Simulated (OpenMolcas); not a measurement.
**Tb²⁺ among point charges: CASSCF levels and susceptibility**

Aim: the splitting of the states of Tb²⁺ in the field of 6 point charges, its lowest levels with spin-orbit coupling and its magnetic susceptibility.

The numbers are computed with OpenMolcas 26.06 (state-averaged CASSCF, spin-orbit coupling by RASSI with atomic mean-field integrals), except any that are marked as measured or tabulated.

## Step 1: Starting point

| Quantity | Value |
| --- | --- |
| Species | Tb²⁺ (terbium, Z = 65, 63 electrons) |
| Basis | ANO-RCC-VDZP [7s6p4d2f1g], 68 functions |
| Scalar Hamiltonian | DKH2, point nucleus |
| Inactive shells | 1s 2s 2p 3s 3p 3d 4s 4p 4d 5s 5p |
| Active space | 9 electrons in 7 orbitals (4f) |
| Some configurations of this space | 4f⁹ |
| Orbitals | optimised for the highest spin of each parity, averaged over all roots |

Outer shells as boxes (Hund's rule):

4f9
```
4f [↑↓][↑↓][↑ ][↑ ][↑ ][↑ ][↑ ]
```

The ion sits among 6 point charges of -1 e arranged as an octahedron (Oh), 2.66 Å from the ion.

Each step is its own input file, run in one work folder so that later steps find the files of earlier ones. Labels, J, g values, rates, χT and fits are worked out afterwards by a script from the matrices that RASSI stores. The input lists half of the charges; inversion (Group=XYZ) makes the rest.

## Step 2: One- and two-electron integrals

File a.inp:

```
&GATEWAY
Coord
1

Tb 0.0 0.0 0.0
Basis=ANO-RCC-VDZP
Group=XYZ
NoMove
AngMom=0.0 0.0 0.0
AMFI
XField
3 Angstrom 0
2.660000 0.000000 0.000000 -1.000000
0.000000 2.660000 0.000000 -1.000000
0.000000 0.000000 2.660000 -1.000000
&SEWARD
```

Started as:

```bash
> OMP_NUM_THREADS=1 MOLCAS_MEM=2252 MOLCAS_PROJECT=a pymolcas a.inp > a.log
```

## Step 3: CASSCF: sextets of odd parity, 21 roots

File a.inp:

```
&RASSCF
FileOrb=start.orb
Symmetry=2
Spin=6
nActEl=9 0 0
Inactive=15 12
Ras2=0 7
CIRoot=21 21 1
SDav=21
CIMx=300
Iter=120 100
PrWF=0.3
OrbListing=Nothing
MaxOrb=0
>>> COPY $Project.JobIph JOB001
```

start.orb holds the contracted functions of the basis, ordered by shell, or the orbitals of the step before.

## Step 4: Reference wave functions, quartets of odd parity, 162 roots

File a.inp:

```
&RASSCF
FileOrb=start.orb
Symmetry=2
Spin=4
nActEl=9 0 0
Inactive=15 12
Ras2=0 7
CIRoot=162 162 1
SDav=224
CIMx=300
Iter=120 100
PrWF=0.3
OrbListing=Nothing
MaxOrb=0
CIOnly
>>> COPY $Project.JobIph JOB002
```

## Step 5: Reference wave functions, doublets of odd parity, 162 roots

File a.inp:

```
&RASSCF
FileOrb=start.orb
Symmetry=2
Spin=2
nActEl=9 0 0
Inactive=15 12
Ras2=0 7
CIRoot=162 162 1
SDav=490
CIMx=300
Iter=120 100
PrWF=0.3
OrbListing=Nothing
MaxOrb=0
CIOnly
>>> COPY $Project.JobIph JOB003
```

## Step 6: RASSI: spin-orbit coupling between the states

File a.inp:

```
&RASSI
NrOfJobIphs=3 21 108 41
1 2 3 4 5 6 7 8 9 10 11 12 13 14 15 16 17 18 19 20 21
1 2 3 4 5 6 7 8 9 10 11 12 13 14 15 16 17 18 19 20 21 22 23 24 25 26 27
28 29 30 31 32 33 34 35 36 37 38 39 40 41 42 43 44 45 46 47 48 49 50 51
52 53 54 55 56 57 58 59 60 61 62 63 64 65 66 67 68 69 70 71 72 73 74 75
76 77 78 79 80 81 82 83 84 85 86 87 88 89 90 91 92 93 94 95 96 97 98 99
100 101 102 103 104 105 106 107 108
1 2 3 4 5 6 7 8 9 10 11 12 13 14 15 16 17 18 19 20 21 22 23 24 25 26 27
28 29 30 31 32 33 34 35 36 37 38 39 40 41
IphNames
JOB001
JOB002
JOB003
EJob
SpinOrbit
DIPRint=1.0
SOCoupling=1000.0
Subsets=2
Property=9
'ANGMOM' 1 'ANGMOM' 2 'ANGMOM' 3 'MLTPL  1' 1 'MLTPL  1' 2 'MLTPL  1' 3
'AMFI' 1 'AMFI' 2 'AMFI' 3
SOProperty=3
'ANGMOM' 1 'ANGMOM' 2 'ANGMOM' 3
```

What does the calculation give? Wanted: spin-free ground state; first state of the same spin within the active space; lowest level; next level.

**Answer**, as computed:

| quantity | value |
| --- | --- |
| method | CASSCF |
| spin-free ground state | 6T1, 3-fold in its orbital part |
| first state of the same spin within the active space | 6T2 at 72 cm⁻¹ |
| lowest level | 2-fold Γ6, g = 6.64, 6.64, 6.64 |
| next level | 10.1 cm⁻¹ |
| χT at 300 K | 14.06 cm³ K/mol |
| effective moment at 300 K | 10.61 μB |

The spin-free ground state (6T1) comes to 100 % from free-ion H terms and keeps the highest spin of the shell. The quartets, doublets rest on orbitals optimised for another spin in at least one step, which raises them against the optimised states. Not all states of the active space went into the spin-orbit step. High states of lower spin are left out of the spin-orbit mixing, and CASSCF puts spin-flip levels too high. This is an electrostatic model: the charges have no orbitals.
